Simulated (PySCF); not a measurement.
**The bond of SrS+, level by level**

One job finds the state of SrS+, follows it along the bond with each method and fits the curves.

Computed with PySCF 2.14.0. Level: Sr x2c-SVPall, S x2c-SVPall, spin-free X2C with a Gaussian nucleus.

**1. Input**

Settings of the job:

| Item | Value |
| --- | --- |
| atoms | Sr, S |
| charge | 1 |
| basis | Sr x2c-SVPall, S x2c-SVPall |
| Hamiltonian | spin-free X2C with a Gaussian nucleus |
| basis functions | 68 |
| electrons treated | 53 |
| masses in u | 87.9056, 31.9721 |
| levels | PBE0, PBE, r²SCAN, LDA, PW91, MN15, LC-ωPBE, HF, MP2, SCS-MP2, CCSD, CCSD(T) |
| grid | 80 radial by 434 angular points |
| occupations | held fixed by the projection of orbital angular momentum |
| dissociation limit | Sr+ + S, each in its ground configuration |
| starting distance in angstrom | 2.795 |
| values of 2S to try | 1, 3 |

Run with:

```bash
$ OMP_NUM_THREADS=1 python dia.py task.json out
```

After the search, every level is run at each distance in turn; below they are sorted by level.

**2. Search for the lowest state**

At the starting distance of 2.795 Å the search finds these solutions (others can lie among them):

```
2Ms+1   unpaired          term  E (eV)  ⟨S²⟩  ⟨Lz²⟩  μ (D)
    2        π ↑            ²Π    0.00  0.75   1.01  -9.45
    2        σ ↑           ²Σ⁺    0.75  0.75   0.00  -9.70
    4  σ ↑, π ↑↑           ⁴Σ⁻    2.39  3.75   0.00  -0.95
    2  σ ↓, π ↑↑  not assigned    2.42  1.75   0.00  -0.86
    2  σ ↑, π ↑↓  not assigned    2.84  1.76   2.01  -0.89
    4  σ ↑↑, π ↑            ⁴Π    2.96  3.75   1.02  -1.06
```

6 of 11 solutions are listed, lowest first.

A term symbol stands only where ⟨S²⟩ and ⟨Lz²⟩ are near those of a pure state. A positive dipole points from Sr to S; in an ion it is taken about the centre of mass and does not tell which atom is negative.

The most promising solutions are followed along the bond (rough minima from three points):

```
2Ms+1   unpaired  R at minimum (Å)  energy at minimum (eV)
    2        π ↑              2.58                    0.00
    2        σ ↑              2.43                    0.43
    4  σ ↑, π ↑↑     not bracketed                  ≤ 2.39
```

The search made 11 SCF attempts at the starting distance; with the short scans it took 34 s of wall time (1 thread of Arm Neoverse N1, shared host).

**3. First curve: PBE0**

State followed: ²Π (doublet), unpaired electrons π ↑. The scan is laid around 2.582 Å.

Output of the SCF at 2.582 Å:

```text
******** <class 'pyscf.dft.uks_symm.SymAdaptedUKS'> ********
method = SymAdaptedUKS
initial guess = minao
damping factor = 0
level_shift factor = 0
DIIS = <class 'pyscf.scf.diis.CDIIS'>
diis_start_cycle = 1
diis_space = 10
diis_damp = 0
SCF conv_tol = 1e-09
SCF conv_tol_grad = None
SCF max_cycles = 60
direct_scf = False
max_memory 909 MB (current use 444 MB)
number electrons alpha = 27  beta = 26
XC library pyscf.dft.libxc version 7.0.0
    S. Lehtola, C. Steigemann, M. J.T. Oliveira, and M. A.L. Marques.,  SoftwareX 7, 1–5 (2018)
XC functionals = PBE0
    C. Adamo and V. Barone.,  J. Chem. Phys. 110, 6158 (1999)
    M. Ernzerhof and G. E. Scuseria.,  J. Chem. Phys. 110, 5029 (1999)
small_rho_cutoff = 0
Overwritten attributes  get_jk get_hcore get_occ get_k get_j  of <class 'pyscf.dft.uks_symm.SymAdaptedUKS'>
<class 'pyscf.dft.uks_symm.SymAdaptedUKS'> does not have attributes  refdm
Set gradient conv threshold to 3.16228e-05
init E= -3577.44170018753
cycle= 1 E= -3577.4410216448  delta_E= 0.000679  |g|= 0.000674  |ddm|= 0.00499
cycle= 2 E= -3577.44102154456  delta_E= 1e-07  |g|= 0.000831  |ddm|= 0.00344
cycle= 3 E= -3577.44102210413  delta_E= -5.6e-07  |g|= 7.75e-05  |ddm|= 0.00151
cycle= 4 E= -3577.44102210756  delta_E= -3.43e-09  |g|= 2.77e-05  |ddm|= 0.000181
cycle= 5 E= -3577.44102210845  delta_E= -8.94e-10  |g|= 6.05e-06  |ddm|= 6.14e-05
Extra cycle  E= -3577.44102210849  delta_E= -4.41e-11  |g|= 5.88e-06  |ddm|= 3.47e-05
converged SCF energy = -3577.44102210849  <S^2> = 0.75372648  2S+1 = 2.003723
```

The curve and what changes along it:

```
 R (Å)  E (eV)   μ (D)  Mulliken charge of Sr (e)  Mayer bond order  ⟨S²⟩  HOMO (eV)  LUMO (eV)
2.2205  0.9663   -6.71                       1.19              1.33  0.75     -11.68      -9.32
2.3238  0.4185   -7.31                       1.23              1.28  0.75     -11.56      -8.98
2.4271  0.1239   -7.86                       1.26              1.26  0.75     -11.23      -8.67
2.5045  0.0240   -8.24                       1.26              1.25  0.75     -11.01      -8.45
2.5820  0.0000   -8.59                       1.26              1.25  0.75     -10.80      -8.25
2.6595  0.0328   -8.92                       1.26              1.25  0.75     -10.61      -8.07
2.7627  0.1393   -9.33                       1.25              1.26  0.75     -10.37      -7.84
2.8918  0.3395   -9.79                       1.23              1.27  0.76     -10.10      -7.57
3.0468  0.6369  -10.29                       1.22              1.27  0.76      -9.81      -7.30
3.2533  1.0758  -10.81                       1.20              1.25  0.77      -9.49      -7.40
```

Fit: Re = 2.572 Å, ωe = 336 cm⁻¹, ωexe = 1.07 cm⁻¹, αe = 0.000484 cm⁻¹, Be = 0.1087 cm⁻¹, De = 2.92 eV, μ = -8.55 D.

Orbitals nearest the gap at 2.582 Å:

```
spin  orbital  ε (eV)  filled               made of
   β        π  -30.96     yes            Sr p 100 %
   α        σ  -30.94     yes             Sr p 98 %
   β        σ  -30.91     yes             Sr p 98 %
   α        σ  -22.58     yes              S s 95 %
   β        σ  -21.24     yes              S s 95 %
   α        π  -12.43     yes              S p 91 %
   α        σ  -11.73     yes    S p 82 %, Sr d 8 %
   β        σ  -11.34     yes   S p 80 %, Sr d 10 %
   α        π  -11.20     yes   S p 87 %, Sr d 10 %
   β        π  -10.80     yes   S p 85 %, Sr d 12 %
   β        π   -8.25      no   S p 75 %, Sr d 20 %
   α        σ   -6.90      no  Sr s 84 %, Sr d 10 %
   β        σ   -6.87      no  Sr s 83 %, Sr d 10 %
   α        δ   -5.57      no             Sr d 99 %
```

Polarisability there: 64.1 bohr³ along the bond, 24.9 across it. Without diffuse functions these come out too small, above all across the bond.

**4. Fields at the reference distance**

The fields below are evaluated on a grid from the run's orbitals.

Frontier orbitals at PBE0 (alpha spin), with the share of their density that lies nearest to each atom:

```
orbital  energy (eV)            lies on
 HOMO-1       -11.73  S2 85 %; Sr1 15 %
   HOMO       -11.20   S2 92 %; Sr1 8 %
   LUMO        -6.90           Sr1 94 %
```

ELF in a plane through or near 2 of the atoms.

Ten even steps from ' ' (0.00) to '@' (0.93):
```
                                                        
                                                        
                            ..::::........              
                            ::--------::::::::..        
                ....        ::======--------::::        
            ::--++**==..    ::++**********++++==::      
          ::++##%%%%%%==....--**######%%%%%%##++==::    
        ::++##%%##**%%##--..--%%%%**==++@@@@%%##++--..  
      ..==##%%##------%%++::==%%##..--::++@@@@%%**==..  
      ..==##@@==**%%==++++::++@@==--@@##--@@@@%%**==..  
      ..==##@@==**##==**++::++@@==--@@%%--@@@@%%**==..  
      ..==##%%##::----%%++::==%%##..--..++@@@@%%**==..  
        ::++##%%##**%%##--..--%%%%**==++@@@@%%##++--..  
          ::++##%%@@%%==....--**######%%%%%%##++==::    
            ::--++**==..    ::++**********++++==::      
                ....        ::======--------::::        
                            ::--------::::::::..        
                            ..::::..........            
                                                        
                                                        
```
The map spans 7.8 Å across and 5.2 Å up, centred on the molecule. Atoms in the plane (x, y in Å): Sr1 (-1.3, 0.0), S2 (1.3, 0.0).

log10 of the density (e/Å³) in the same plane.

Ten even steps from ' ' (-4.0) to '@' (4.0):
```
                        ................                
                    ..........................          
          ................::::::::::::::::::......      
    ........::::::::::::::::::::--------::::::::....    
    ......::::::----::::::::::------------::::::....    
  ......::::----------------------------------::::....  
......::::----==========------============------::::..  
....::::----==++++++++======================------::....
....::::--====++******++========++++**++++====----::....
....::----==++++##@@##++========++**%%**++====----::::..
....::----==++++##@@##++========++**%%**++====----::::..
....::::--====++******++========++++**++++====----::....
....::::----==++++++++======================------::....
......::::----==========------============------::::..  
  ......::::----------------------------------::::....  
    ......::::::----::::::::::------------::::::....    
    ........::::::::::::::::::::--------::::::::....    
          ................::::::::::::::::::......      
                    ..........................          
                        ................                
```
The map spans 7.8 Å across and 5.2 Å up, centred on the molecule. Atoms in the plane (x, y in Å): Sr1 (-1.3, 0.0), S2 (1.3, 0.0).

On the surface of density 0.002 e/bohr³ the electrostatic potential runs, from the 1st to the 99th percentile, from 1.79 V near S2 to 11.17 V near Sr1.

The spin density lies nearest to S2 94 %.

**5. Other states along the same grid**

State 2: ²Σ⁺ (doublet), unpaired electrons σ ↑, an excited solution.

Log of the SCF at 2.582 Å:

```text
******** <class 'pyscf.dft.uks_symm.SymAdaptedUKS'> ********
method = SymAdaptedUKS
initial guess = minao
damping factor = 0
level_shift factor = 0
DIIS = <class 'pyscf.scf.diis.CDIIS'>
diis_start_cycle = 1
diis_space = 10
diis_damp = 0
SCF conv_tol = 1e-09
SCF conv_tol_grad = None
SCF max_cycles = 60
direct_scf = False
max_memory 909 MB (current use 503 MB)
number electrons alpha = 27  beta = 26
XC library pyscf.dft.libxc version 7.0.0
    S. Lehtola, C. Steigemann, M. J.T. Oliveira, and M. A.L. Marques.,  SoftwareX 7, 1–5 (2018)
XC functionals = PBE0
    C. Adamo and V. Barone.,  J. Chem. Phys. 110, 6158 (1999)
    M. Ernzerhof and G. E. Scuseria.,  J. Chem. Phys. 110, 5029 (1999)
small_rho_cutoff = 0
Set gradient conv threshold to 3.16228e-05
init E= -3577.42224708452
cycle= 1 E= -3577.42094567496  delta_E= 0.0013  |g|= 0.00132  |ddm|= 0.0044
cycle= 2 E= -3577.42094373394  delta_E= 1.94e-06  |g|= 0.00205  |ddm|= 0.00515
cycle= 3 E= -3577.42094741973  delta_E= -3.69e-06  |g|= 0.000117  |ddm|= 0.00288
cycle= 4 E= -3577.42094742684  delta_E= -7.11e-09  |g|= 3.54e-05  |ddm|= 0.000116
cycle= 5 E= -3577.42094742806  delta_E= -1.22e-09  |g|= 6.12e-06  |ddm|= 5.72e-05
cycle= 6 E= -3577.42094742812  delta_E= -6.41e-11  |g|= 1.76e-06  |ddm|= 2.01e-05
Extra cycle  E= -3577.42094742814  delta_E= -1.41e-11  |g|= 1.3e-06  |ddm|= 5.71e-06
converged SCF energy = -3577.42094742814  <S^2> = 0.75382642  2S+1 = 2.0038228
```

Re = 2.426 Å, ωe = 366 cm⁻¹, ωexe = 1.12 cm⁻¹, αe = 0.000499 cm⁻¹, Be = 0.1221 cm⁻¹, μ = -7.79 D. Its minimum lies 0.43 eV above that of the lowest state.

State 3: ⁴Σ⁻ (quartet), unpaired electrons σ ↑, π ↑↑, an excited solution.

The SCF at the reference distance, 2.582 Å, printed:

```text
******** <class 'pyscf.dft.uks_symm.SymAdaptedUKS'> ********
method = SymAdaptedUKS
initial guess = minao
damping factor = 0
level_shift factor = 0
DIIS = <class 'pyscf.scf.diis.CDIIS'>
diis_start_cycle = 1
diis_space = 10
diis_damp = 0
SCF conv_tol = 1e-09
SCF conv_tol_grad = None
SCF max_cycles = 60
direct_scf = False
max_memory 909 MB (current use 503 MB)
number electrons alpha = 28  beta = 25
XC library pyscf.dft.libxc version 7.0.0
    S. Lehtola, C. Steigemann, M. J.T. Oliveira, and M. A.L. Marques.,  SoftwareX 7, 1–5 (2018)
XC functionals = PBE0
    C. Adamo and V. Barone.,  J. Chem. Phys. 110, 6158 (1999)
    M. Ernzerhof and G. E. Scuseria.,  J. Chem. Phys. 110, 5029 (1999)
small_rho_cutoff = 0
Set gradient conv threshold to 3.16228e-05
init E= -3577.33073433222
cycle= 1 E= -3577.33079911236  delta_E= -6.48e-05  |g|= 0.000395  |ddm|= 0.00541
cycle= 2 E= -3577.33079923719  delta_E= -1.25e-07  |g|= 0.000173  |ddm|= 0.00212
cycle= 3 E= -3577.33079925592  delta_E= -1.87e-08  |g|= 3.54e-05  |ddm|= 0.00033
cycle= 4 E= -3577.33079925797  delta_E= -2.05e-09  |g|= 1.01e-05  |ddm|= 0.000167
cycle= 5 E= -3577.33079925855  delta_E= -5.83e-10  |g|= 5.8e-06  |ddm|= 0.000125
Extra cycle  E= -3577.33079925866  delta_E= -1.13e-10  |g|= 2.59e-06  |ddm|= 4.61e-05
converged SCF energy = -3577.33079925866  <S^2> = 3.7534684  2S+1 = 4.0017338
```

Re = 3.276 Å, ωe = 115.3 cm⁻¹, ωexe = 0.755 cm⁻¹, αe = 0.000592 cm⁻¹, Be = 0.06700 cm⁻¹, μ = -1.41 D. Its minimum lies 2.34 eV above that of the lowest state.

Energy (eV) from the lowest point of the lowest state:

```
R (Å)  lowest  state 2  state 3
2.220   0.966    0.749    5.134
2.324   0.418    0.500    4.236
2.427   0.124    0.431    3.604
2.505   0.024    0.463    3.260
2.582   0.000    0.546    2.999
2.659   0.033    0.667    2.803
2.763   0.139    0.868    2.617
2.892   0.340    1.159    2.470
3.047   0.637    1.536    2.376
3.253   1.076    2.049    2.338
```

**6. PBE**

Output of the SCF at 2.582 Å:

```text
******** <class 'pyscf.dft.uks_symm.SymAdaptedUKS'> ********
method = SymAdaptedUKS
initial guess = minao
damping factor = 0
level_shift factor = 0
DIIS = <class 'pyscf.scf.diis.CDIIS'>
diis_start_cycle = 1
diis_space = 10
diis_damp = 0
SCF conv_tol = 1e-09
SCF conv_tol_grad = None
SCF max_cycles = 60
direct_scf = False
max_memory 909 MB (current use 503 MB)
number electrons alpha = 27  beta = 26
XC library pyscf.dft.libxc version 7.0.0
    S. Lehtola, C. Steigemann, M. J.T. Oliveira, and M. A.L. Marques.,  SoftwareX 7, 1–5 (2018)
XC functionals = PBE
    J. P. Perdew, K. Burke, and M. Ernzerhof.,  Phys. Rev. Lett. 77, 3865 (1996)
    J. P. Perdew, K. Burke, and M. Ernzerhof.,  Phys. Rev. Lett. 78, 1396 (1997)
    J. P. Perdew, K. Burke, and M. Ernzerhof.,  Phys. Rev. Lett. 77, 3865 (1996)
    J. P. Perdew, K. Burke, and M. Ernzerhof.,  Phys. Rev. Lett. 78, 1396 (1997)
small_rho_cutoff = 0
Set gradient conv threshold to 3.16228e-05
init E= -3577.32949138353
cycle= 1 E= -3577.32912407366  delta_E= 0.000367  |g|= 0.0452  |ddm|= 0.182
cycle= 2 E= -3577.32324434763  delta_E= 0.00588  |g|= 0.0894  |ddm|= 0.267
cycle= 3 E= -3577.33104053637  delta_E= -0.0078  |g|= 0.0049  |ddm|= 0.178
cycle= 4 E= -3577.33104568056  delta_E= -5.14e-06  |g|= 0.000371  |ddm|= 0.0047
cycle= 5 E= -3577.33104574155  delta_E= -6.1e-08  |g|= 0.00016  |ddm|= 0.00042
cycle= 6 E= -3577.33104576242  delta_E= -2.09e-08  |g|= 2.47e-05  |ddm|= 0.000245
cycle= 7 E= -3577.33104576307  delta_E= -6.51e-10  |g|= 4.67e-06  |ddm|= 6.26e-05
Extra cycle  E= -3577.33104576298  delta_E= 8.91e-11  |g|= 1.05e-05  |ddm|= 2.97e-05
converged SCF energy = -3577.33104576298  <S^2> = 0.75330227  2S+1 = 2.0032995
```

Re = 2.581 Å, ωe = 326 cm⁻¹, ωexe = 1.08 cm⁻¹, αe = 0.000500 cm⁻¹, Be = 0.1079 cm⁻¹, De = 3.10 eV, μ = -7.84 D. 19 s of CPU time for 12 points, integrals apart.

**7. r²SCAN**

Log of the SCF at 2.582 Å:

```text
******** <class 'pyscf.dft.uks_symm.SymAdaptedUKS'> ********
method = SymAdaptedUKS
initial guess = minao
damping factor = 0
level_shift factor = 0
DIIS = <class 'pyscf.scf.diis.CDIIS'>
diis_start_cycle = 1
diis_space = 10
diis_damp = 0
SCF conv_tol = 1e-09
SCF conv_tol_grad = None
SCF max_cycles = 60
direct_scf = False
max_memory 909 MB (current use 504 MB)
number electrons alpha = 27  beta = 26
XC library pyscf.dft.libxc version 7.0.0
    S. Lehtola, C. Steigemann, M. J.T. Oliveira, and M. A.L. Marques.,  SoftwareX 7, 1–5 (2018)
XC functionals = R2SCAN
    J. W. Furness, A. D. Kaplan, J. Ning, J. P. Perdew, and J. Sun.,  J. Phys. Chem. Lett. 11, 8208-8215 (2020)
    J. W. Furness, A. D. Kaplan, J. Ning, J. P. Perdew, and J. Sun.,  J. Phys. Chem. Lett. 11, 9248-9248 (2020)
    J. W. Furness, A. D. Kaplan, J. Ning, J. P. Perdew, and J. Sun.,  J. Phys. Chem. Lett. 11, 8208-8215 (2020)
    J. W. Furness, A. D. Kaplan, J. Ning, J. P. Perdew, and J. Sun.,  J. Phys. Chem. Lett. 11, 9248-9248 (2020)
small_rho_cutoff = 0
Set gradient conv threshold to 3.16228e-05
init E= -3577.8492884305
cycle= 1 E= -3577.84985272258  delta_E= -0.000564  |g|= 0.0113  |ddm|= 0.0726
cycle= 2 E= -3577.84976886183  delta_E= 8.39e-05  |g|= 0.0125  |ddm|= 0.0342
cycle= 3 E= -3577.84989542573  delta_E= -0.000127  |g|= 0.00422  |ddm|= 0.0284
cycle= 4 E= -3577.84990899897  delta_E= -1.36e-05  |g|= 0.000111  |ddm|= 0.00687
cycle= 5 E= -3577.84990901324  delta_E= -1.43e-08  |g|= 3.72e-05  |ddm|= 0.000316
cycle= 6 E= -3577.84990901507  delta_E= -1.83e-09  |g|= 9.36e-06  |ddm|= 9.75e-05
cycle= 7 E= -3577.8499090152  delta_E= -1.28e-10  |g|= 4.02e-06  |ddm|= 3.07e-05
Extra cycle  E= -3577.8499090152  delta_E= -8.64e-12  |g|= 3.16e-06  |ddm|= 1.1e-05
converged SCF energy = -3577.8499090152  <S^2> = 0.75518627  2S+1 = 2.0051796
```

Re = 2.583 Å, ωe = 333 cm⁻¹, ωexe = 1.05 cm⁻¹, αe = 0.000478 cm⁻¹, Be = 0.1077 cm⁻¹, De = 3.09 eV, μ = -8.59 D.

**8. LDA (local density)**

The SCF at the reference distance, 2.582 Å, printed:

```text
******** <class 'pyscf.dft.uks_symm.SymAdaptedUKS'> ********
method = SymAdaptedUKS
initial guess = minao
damping factor = 0
level_shift factor = 0
DIIS = <class 'pyscf.scf.diis.CDIIS'>
diis_start_cycle = 1
diis_space = 10
diis_damp = 0
SCF conv_tol = 1e-09
SCF conv_tol_grad = None
SCF max_cycles = 60
direct_scf = False
max_memory 909 MB (current use 504 MB)
number electrons alpha = 27  beta = 26
XC library pyscf.dft.libxc version 7.0.0
    S. Lehtola, C. Steigemann, M. J.T. Oliveira, and M. A.L. Marques.,  SoftwareX 7, 1–5 (2018)
XC functionals = LDA,VWN
    P. A. M. Dirac.,  Math. Proc. Cambridge Philos. Soc. 26, 376 (1930)
    F. Bloch.,  Z. Phys. 57, 545 (1929)
    S. H. Vosko, L. Wilk, and M. Nusair.,  Can. J. Phys. 58, 1200 (1980)
small_rho_cutoff = 0
Set gradient conv threshold to 3.16228e-05
init E= -3572.32409925323
cycle= 1 E= -3572.3240145329  delta_E= 8.47e-05  |g|= 0.068  |ddm|= 0.24
cycle= 2 E= -3572.31313539761  delta_E= 0.0109  |g|= 0.124  |ddm|= 0.355
cycle= 3 E= -3572.32763293682  delta_E= -0.0145  |g|= 0.0113  |ddm|= 0.251
cycle= 4 E= -3572.32766965939  delta_E= -3.67e-05  |g|= 0.00088  |ddm|= 0.0108
cycle= 5 E= -3572.32767006771  delta_E= -4.08e-07  |g|= 0.000407  |ddm|= 0.00112
cycle= 6 E= -3572.32767018199  delta_E= -1.14e-07  |g|= 9.26e-05  |ddm|= 0.000518
cycle= 7 E= -3572.32767019042  delta_E= -8.43e-09  |g|= 8.21e-06  |ddm|= 0.000173
cycle= 8 E= -3572.32767019046  delta_E= -3.82e-11  |g|= 2.16e-06  |ddm|= 1.09e-05
Extra cycle  E= -3572.32767019044  delta_E= 2e-11  |g|= 4.5e-06  |ddm|= 1.29e-05
converged SCF energy = -3572.32767019044  <S^2> = 0.75264894  2S+1 = 2.0026472
```

Re = 2.542 Å, ωe = 344 cm⁻¹, ωexe = 1.16 cm⁻¹, αe = 0.000505 cm⁻¹, Be = 0.1113 cm⁻¹, De = 3.50 eV, μ = -7.55 D. 12 s of CPU time for 12 points, integrals apart.

**9. PW91 (GGA)**

The SCF at the reference distance, 2.582 Å, printed:

```text
******** <class 'pyscf.dft.uks_symm.SymAdaptedUKS'> ********
method = SymAdaptedUKS
initial guess = minao
damping factor = 0
level_shift factor = 0
DIIS = <class 'pyscf.scf.diis.CDIIS'>
diis_start_cycle = 1
diis_space = 10
diis_damp = 0
SCF conv_tol = 1e-09
SCF conv_tol_grad = None
SCF max_cycles = 60
direct_scf = False
max_memory 909 MB (current use 504 MB)
number electrons alpha = 27  beta = 26
XC library pyscf.dft.libxc version 7.0.0
    S. Lehtola, C. Steigemann, M. J.T. Oliveira, and M. A.L. Marques.,  SoftwareX 7, 1–5 (2018)
XC functionals = PW91,PW91
    J. P. Perdew. In P. Ziesche and H. Eschrig, editors, Proceedings of the 75. WE-Heraeus-Seminar and 21st Annual International Symposium on Electronic Structure of Solids, 11. Berlin, 1991. Akademie Verlag.
    J. P. Perdew, J. A. Chevary, S. H. Vosko, K. A. Jackson, M. R. Pederson, D. J. Singh, and C. Fiolhais.,  Phys. Rev. B 46, 6671 (1992)
    J. P. Perdew, J. A. Chevary, S. H. Vosko, K. A. Jackson, M. R. Pederson, D. J. Singh, and C. Fiolhais.,  Phys. Rev. B 48, 4978 (1993)
    J. P. Perdew. In P. Ziesche and H. Eschrig, editors, Proceedings of the 75. WE-Heraeus-Seminar and 21st Annual International Symposium on Electronic Structure of Solids, 11. Berlin, 1991. Akademie Verlag.
    J. P. Perdew, J. A. Chevary, S. H. Vosko, K. A. Jackson, M. R. Pederson, D. J. Singh, and C. Fiolhais.,  Phys. Rev. B 46, 6671 (1992)
    J. P. Perdew, J. A. Chevary, S. H. Vosko, K. A. Jackson, M. R. Pederson, D. J. Singh, and C. Fiolhais.,  Phys. Rev. B 48, 4978 (1993)
small_rho_cutoff = 0
Set gradient conv threshold to 3.16228e-05
init E= -3578.09884013053
cycle= 1 E= -3578.09872124268  delta_E= 0.000119  |g|= 0.043  |ddm|= 0.196
cycle= 2 E= -3578.09293838237  delta_E= 0.00578  |g|= 0.0879  |ddm|= 0.269
cycle= 3 E= -3578.10054566438  delta_E= -0.00761  |g|= 0.00477  |ddm|= 0.176
cycle= 4 E= -3578.10055440435  delta_E= -8.74e-06  |g|= 0.000379  |ddm|= 0.00631
cycle= 5 E= -3578.10055447074  delta_E= -6.64e-08  |g|= 0.000153  |ddm|= 0.000568
cycle= 6 E= -3578.10055448758  delta_E= -1.68e-08  |g|= 2.36e-05  |ddm|= 0.000234
cycle= 7 E= -3578.10055448818  delta_E= -6e-10  |g|= 5.75e-06  |ddm|= 6.48e-05
Extra cycle  E= -3578.10055448806  delta_E= 1.23e-10  |g|= 1.25e-05  |ddm|= 3.42e-05
converged SCF energy = -3578.10055448806  <S^2> = 0.75322281  2S+1 = 2.0032202
```

Re = 2.580 Å, ωe = 327 cm⁻¹, ωexe = 1.09 cm⁻¹, αe = 0.000501 cm⁻¹, Be = 0.1080 cm⁻¹, De = 3.16 eV, μ = -7.80 D. 22 s of CPU time for 12 points, integrals apart.

**10. MN15**

Log of the SCF at 2.582 Å:

```text
******** <class 'pyscf.dft.uks_symm.SymAdaptedUKS'> ********
method = SymAdaptedUKS
initial guess = minao
damping factor = 0
level_shift factor = 0
DIIS = <class 'pyscf.scf.diis.CDIIS'>
diis_start_cycle = 1
diis_space = 10
diis_damp = 0
SCF conv_tol = 1e-09
SCF conv_tol_grad = None
SCF max_cycles = 60
direct_scf = False
max_memory 909 MB (current use 505 MB)
number electrons alpha = 27  beta = 26
XC library pyscf.dft.libxc version 7.0.0
    S. Lehtola, C. Steigemann, M. J.T. Oliveira, and M. A.L. Marques.,  SoftwareX 7, 1–5 (2018)
XC functionals = MN15
    H. S. Yu, X. He, S. L. Li, and D. G. Truhlar.,  Chem. Sci. 7, 5032-5051 (2016)
    H. S. Yu, X. He, S. L. Li, and D. G. Truhlar.,  Chem. Sci. 7, 5032-5051 (2016)
small_rho_cutoff = 0
Set gradient conv threshold to 3.16228e-05
init E= -3579.8019938019
cycle= 1 E= -3579.80660956459  delta_E= -0.00462  |g|= 0.0426  |ddm|= 0.17
cycle= 2 E= -3579.80664804052  delta_E= -3.85e-05  |g|= 0.0335  |ddm|= 0.0961
cycle= 3 E= -3579.80728556028  delta_E= -0.000638  |g|= 0.00584  |ddm|= 0.0595
cycle= 4 E= -3579.80731037808  delta_E= -2.48e-05  |g|= 0.000586  |ddm|= 0.00916
cycle= 5 E= -3579.807311362  delta_E= -9.84e-07  |g|= 9.93e-05  |ddm|= 0.00293
cycle= 6 E= -3579.80731140358  delta_E= -4.16e-08  |g|= 1.67e-05  |ddm|= 0.000654
cycle= 7 E= -3579.80731140452  delta_E= -9.39e-10  |g|= 6.04e-06  |ddm|= 9.88e-05
Extra cycle  E= -3579.80731140458  delta_E= -6.96e-11  |g|= 4.24e-06  |ddm|= 3.04e-05
converged SCF energy = -3579.80731140458  <S^2> = 0.75325974  2S+1 = 2.0032571
```

Re = 2.553 Å, ωe = 342 cm⁻¹, ωexe = 1.12 cm⁻¹, αe = 0.000500 cm⁻¹, Be = 0.1103 cm⁻¹, De = 3.21 eV, μ = -8.78 D.

(Part 1 of 2 ends here.)
